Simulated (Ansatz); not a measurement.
**Cd2Sb2Mo: from the start to rest**

Aim: in Cd2Sb2Mo, a structure type of another compound, with these elements put in, relax the atoms in a fixed cell, then read levels, charges and fields where it ends.

Method: DFT, r2SCAN, no spin polarisation, plane waves, PAW, in Ansatz 0.2.0.

## 1. The system as given

It takes space group Ibam (No. 72, orthorhombic). Conventional cell: a = 6.823 Å, b = 13.408 Å, c = 6.602 Å, α = 90.00°, β = 90.00°, γ = 90.00°. Around Cd (site symmetry m) lie 2 Mo at 3.20 Å and 6 Sb at 3.37 to 3.46 Å. Sb (site symmetry m) is surrounded by 2 Mo at 2.63 Å. Mo (site symmetry 222) has 4 Sb at 2.63 Å as nearest neighbours.

Structure file:

```xyz
10
Lattice="0.0000 0.0000 6.6025 6.7038 -3.4114 3.3012 6.7038 3.4114 -3.3012" Properties=species:S:1:pos:R:3 pbc="T T T"
Cd    4.8631    2.0316    0.0000
Cd    8.5445   -2.0316    6.6025
Cd    4.8631   -2.0316    3.3012
Cd    8.5445    2.0316    3.3012
Sb    8.1922   -1.4099    3.3012
Sb    5.2154    1.4099    3.3012
Sb    8.1922    1.4099    0.0000
Sb    5.2154   -1.4099    6.6025
Mo    6.7038    0.0000    1.6506
Mo    6.7038    0.0000    4.9519
```

It starts from an earlier solution of the starting cell (checkpoint.read).

## 2. The walk to rest

File input.yaml:

```yaml
crystal:
  lattice:
    - [0.0, 0.0, 6.602487]
    - [6.703806, -3.411385, 3.301244]
    - [6.703806, 3.411385, -3.301244]
  atoms:
    - { symbol: Cd, position: [0.29777, 0.06494, 0.66048] }
    - { symbol: Cd, position: [0.70223, 0.93506, 0.33952] }
    - { symbol: Cd, position: [0.20223, 0.66048, 0.06494] }
    - { symbol: Cd, position: [0.79777, 0.33952, 0.93506] }
    - { symbol: Sb, position: [0.29336, 0.81765, 0.40437] }
    - { symbol: Sb, position: [0.70664, 0.18235, 0.59563] }
    - { symbol: Sb, position: [0.20664, 0.40437, 0.81765] }
    - { symbol: Sb, position: [0.79336, 0.59563, 0.18235] }
    - { symbol: Mo, position: [0.25, 0.5, 0.5] }
    - { symbol: Mo, position: [0.75, 0.5, 0.5] }
  symmetry: { tolerance: 0.0003 }
kpoints:
  mp_grid: { grid: [4, 4, 4], shift: [0, 0, 0] }
magnetization:
  spin_polarized: false
scf:
  occupations: { method: fermi_dirac, width: 0.0102 }
  lower_state_search: "off"
hamiltonian:
  pseudopotentials: { kind: paw }
  xc: r2scan
basis:
  ecutwfc: 500
  fft_grid_basis: typed
relax:
  max_steps: 80
  f_tol: 0.03
output:
  forces: true
  stress: true
  eigenvalues: true
  bader: true
  populations: true
  elf: true
  write_potential: true
  volumetric_format: npy
  dos:
    e_range: [-12, 8]
    de: 0.05
    projected: { site_lists: { Cd: [Cd], Mo: [Mo], Sb: [Sb] } }
checkpoint:
  read: saved_state
```

Command:

```bash
$ ansatz run input.yaml --threads 2 --pin off --max-ram 2560MiB --backend cpu --events-out ev --progress --plain --runs-dir out
```

Standard output, cut to the lines that bear on the results:

```text
Warning: output.stress: scf.convergence.dr2_threshold = 1e-7 eV (the SCF's general default) is looser than the 1e-9 eV advised for a printed stress (1e-10 eV for each atom of the cell: 10). What an SCF threshold leaves in a stress goes as its square root, and in the free energy as the [...]
Warning: RAYON_NUM_THREADS=2 ignored (pool sized by the plan → 2); use --threads N
[...]
Pseudopotentials: kind: paw
Pseudopotential: Cd, paw, valence charge 20, recommended cutoff 500 eV (meta_gga), Cd.paw.azcp
Pseudopotential: Sb, paw, valence charge 15, recommended cutoff 500 eV (meta_gga), Sb.paw.azcp
Pseudopotential: Mo, paw, valence charge 14, recommended cutoff 500 eV (meta_gga), Mo.paw.azcp
Functional definition: r2SCAN
[...]
Crystal: 10 atoms, lattice volume = 301.988 Å³
Basis set: ecut = 500 eV, 7633 PW (Γ), exchange–correlation on 200×240×240 points (64 copies of the dense FFT grid, shifted against one another)
Bands: 101, of which v1, the nominal top of the filled ones, is band 84 counted from 1 (83 counted from 0)
Symmetry: 8 space group operations
Space group: Ibam (ITA 72), of the structure as read, at distance tolerance 2.0e-3 Å
k-points: 18 of 64
[...]
SCF iter   1: F=-69001.415759 eV  HF=-69001.407393 eV  |F-HF|=8.37e-3  |Δ(HF+E_count)|=         —  Δρ=1.02e-3  dr2=5.93e-3  dr2_τ=1.94e-3  ethr=3.09e-6  ⟨swp⟩=3.4  Hψ=11320  notcnv=0
[...]
relax step   1: F+E_penalty+E_count = -69001.42018268 eV  Δ(F+E_penalty+E_count) = +0.000e0 eV  max|allowed force component| = 1.399e0 eV/Å  Δτ_max = 0.0000 Å  (7 SCF iters, accepted)
[...]
relax step   2: F+E_penalty+E_count = -69002.03571044 eV  Δ(F+E_penalty+E_count) = -6.155e-1 eV  max|allowed force component| = 1.338e-1 eV/Å  Δτ_max = 0.1974 Å  (6 SCF iters, dr2 threshold 1.00e-4 eV, accepted)
[...]
relax step   3: F+E_penalty+E_count = -69002.04062928 eV  Δ(F+E_penalty+E_count) = -4.919e-3 eV  max|allowed force component| = 8.112e-2 eV/Å  Δτ_max = 0.0674 Å  (8 SCF iters, dr2 threshold 1.12e-6 eV, accepted)
[...]
SCF iter   6: F=-69002.048020 eV  HF=-69002.048022 eV  |F-HF|=1.92e-6  |Δ(HF+E_count)|=   2.18e-5  Δρ=3.14e-5  dr2=3.91e-6  dr2_τ=1.19e-7  ethr=6.58e-8  ⟨swp⟩=2.0  Hψ=2831  notcnv=0  defer=134
```

## 3. The log goes on

The log, continued, cut to the lines that bear on the results:

```text
SCF iter   7: F=-69002.047812 eV  HF=-69002.047812 eV  |F-HF|=3.71e-7  |Δ(HF+E_count)|=   2.10e-4  Δρ=9.00e-6  dr2=4.62e-7  dr2_τ=3.32e-8  ethr=2.33e-9  ⟨swp⟩=2.0  Hψ=2354  notcnv=0  defer=134
[...]
relax step   4: F+E_penalty+E_count = -69002.04781196 eV  Δ(F+E_penalty+E_count) = -7.183e-3 eV  max|allowed force component| = 1.398e-2 eV/Å  Δτ_max = 0.0372 Å  (8 SCF iters, accepted)
[...]
SCF iter   2: F=-69002.047812 eV  HF=-69002.047812 eV  |F-HF|=1.73e-8  |Δ(HF+E_count)|=   2.69e-9  Δρ=2.14e-6  dr2=2.29e-8  dr2_τ=1.56e-9  ethr=3.40e-11  ⟨swp⟩=8.0  Hψ=10386  notcnv=0
[...]
SCF converged after 2 iterations
Free energy (F): -69002.047812 eV
[...]
E sigma→0 (E₀):  -69002.047315 eV
Entropy (-TS):   -0.000994 eV (-0.099 meV/atom)
Fermi energy:    9.279373 eV
[...]
--- Forces (eV/Å), atoms counted from 1 ---
  atom   1  Cd     0.01402203    -0.01383735     0.00000000
[...]
    - { symbol: Mo, position: [0.24999999999999997, 0.5, 0.5000000000000001] }
    - { symbol: Mo, position: [0.7499999999999999, 0.5, 0.49999999999999994] }
--- Löwdin populations: 10 sites ---
  site symbol       q [e]
     0     Cd     19.0616
     1     Cd     19.0616
     2     Cd     19.0616
     3     Cd     19.0616
     4     Sb     15.5827
     5     Sb     15.5827
     6     Sb     15.5827
     7     Sb     15.5827
     8     Mo     14.2377
     9     Mo     14.2377
  spilling = 0.005640 (of n_electrons = 168.000000)
--- Bader charges: 10 sites ---
  site symbol  charge [e]  shift [e]
     0     Cd      0.3462     0.0000
     1     Cd      0.3462     0.0000
     2     Cd      0.3462     0.0000
     3     Cd      0.3462     0.0000
     4     Sb     -0.5013     0.0000
     5     Sb     -0.5013     0.0000
     6     Sb     -0.5013     0.0000
     7     Sb     -0.5013     0.0000
     8     Mo      0.3103     0.0001
     9     Mo      0.3103     0.0001
  estimated error of the sums over rays = 5.1e-4 e
```

Wall time 4.6 min (2 threads of Arm Neoverse V1, shared host); peak memory 1.8 GiB.

Step by step:

```csv
step,energy from step 1 (eV/cell),largest force component (eV/Å)
1,0.0000,1.3987
2,-0.6155,0.1338
3,-0.6204,0.0811
4,-0.6276,0.0140
```

Step 1 is the start.

The largest move, 0.19 Å, is shared by several atoms, Sb5 among them.

## 4. Density of states

States per cell by energy window, from dos.tsv and pdos.tsv (tetrahedra; eV from the Fermi level):

```csv
from,to,total,Cd s,Cd d,Mo d,Sb p
-4.5,-4.0,3.69,1.09,0.03,0.57,1.69
-4.0,-3.5,2.01,0.44,0.02,0.37,0.96
-3.5,-3.0,1.86,0.26,0.02,0.49,0.91
-3.0,-2.5,4.38,0.19,0.04,1.45,2.44
-2.5,-2.0,4.56,0.21,0.04,1.39,2.67
-2.0,-1.5,5.15,0.19,0.05,1.71,2.96
-1.5,-1.0,2.52,0.19,0.01,1.38,0.74
-1.0,-0.5,2.90,0.27,0.02,1.64,0.77
-0.5,0.0,2.67,0.33,0.01,1.48,0.60
0.0,0.5,3.85,0.32,0.01,2.07,1.02
0.5,1.0,3.06,0.26,0.01,1.48,0.85
1.0,1.5,2.21,0.27,0.01,0.85,0.64
1.5,2.0,3.71,0.54,0.01,1.46,1.08
2.0,2.5,3.56,0.74,0.01,0.87,1.30
```

## 5. Atomic charges

Gathered by element (positive charge: electrons given up): Löwdin charges also hold the electrons that the projection spills.

```csv
element,atoms,Bader charge (e),Bader volume (Å³),Löwdin charge (e)
Cd,4,+0.35,27.2,+0.94
Sb,4,-0.50,38.0,-0.58
Mo,2,+0.31,20.5,-0.24
```

Löwdin charges rest on a small set of atomic orbitals that misses 0.6 % of the electrons, so they need not add up to the cell's charge and can differ from Bader's even in sign.

## 6. Fields in real space

Maps in the plane spanned by b and c at height 0.280 along a (axes of the input's cell), one cell: b runs left to right (25 points from zero), c bottom to top (25 points), 71° apart. These are the smooth PAW fields, not the true ones near the nuclei.

Valence density. Ten steps from '0' (0.01 e/Å³) to '9' (24.60 e/Å³), finer at the low end (step k begins (100^(k/10) - 1)/99 of the way up):
```
0000011234321000111000000
0000012367532100000000000
0000001368852100000000000
0000001257753100000000000
1110001124542100000000001
3432100112222100000000001
5775210011221100000000012
6998511011111100000000013
5899621011222110000000002
3688631012455421000000001
1345421012567641111111111
0112110012577752112222211
0000000001367763222355321
1000000001245653122588632
1000000000112322112489852
1000000000001111111358852
1000000000000000011134532
1000000000000011000112221
0000000000000111110001111
0000000000001244321000000
0000000000001367642000000
0000000000001368863100000
0000000000000257874100000
0000000111000125653100000
0000001222111012332100000
```

ELF. Ten even steps from '0' (0.00) to '9' (0.90):
```
0002465433457521111110000
0001454310135752111110000
1001354300014663111000000
1111244320013563100000111
2211135432123553100000111
3432124544344553100001112
5664212456666653100001113
5896422333444442110011113
5798522211233222222333212
3576522212577522345556531
1344322213787862366556762
2122212212773673365334576
5211111222686774364211347
7411111222267873254100035
6620001122223431254200014
6630000112211111254310014
6630000011222122345432134
6520000000112222234543345
6420000000111122122455556
4210000000011234321234555
2100000000011356542111222
0000112221111357753111100
0001235555321246764211000
0001356777652124553211000
0001466545675212332111000
```

Atoms within 0.2 Å of the plane, in fractions of b and c: Cd at (0.07, 0.66), Sb at (0.84, 0.40), Mo at (0.50, 0.50).

Along short contacts, where the density is least:

```csv
contact,length (Å),minimum at (fraction),density (e/Å³),ELF
Sb5–Mo9,2.777,0.53,0.383,0.42
Cd1–Mo9,3.156,0.50,0.154,0.20
Cd1–Sb5,3.263,0.47,0.163,0.38
```

## 7. What came out

```
                                                 quantity                           value
                                                    moves                               3
                                            energy gained                   62.8 meV/atom
                                             largest move                     0.19 Å (Sb)
                     space group (0.01 Å), before / after                     Ibam / Ibam
                          pressure left in the fixed cell                        -8.2 GPa
                                                character                           metal
density of states, mean within 0.25 eV of the Fermi level             5.4 per eV per cell
                                            Bader charges  Cd +0.35, Sb -0.50, Mo +0.31 e
```

In words: In the fixed cell the largest move of an atom is 0.19 Å; the energy fell by 62.8 meV per atom. The fixed cell still holds a mean pressure of -8.2 GPa, so it would shrink if let free. With 8 symmetry operations imposed, the end may be a saddle point towards distortions that break them. The cell is metallic; within 0.25 eV of the Fermi level the density of states averages 5.4 per eV per cell, mostly Mo d (53 %) and Sb p (26 %). By Bader's partition Cd gives up most (+0.35 e) and Sb takes most (-0.50 e).

Limits of this run: the k mesh is coarse for a cell without a gap; the SCF threshold is loose for a stress.
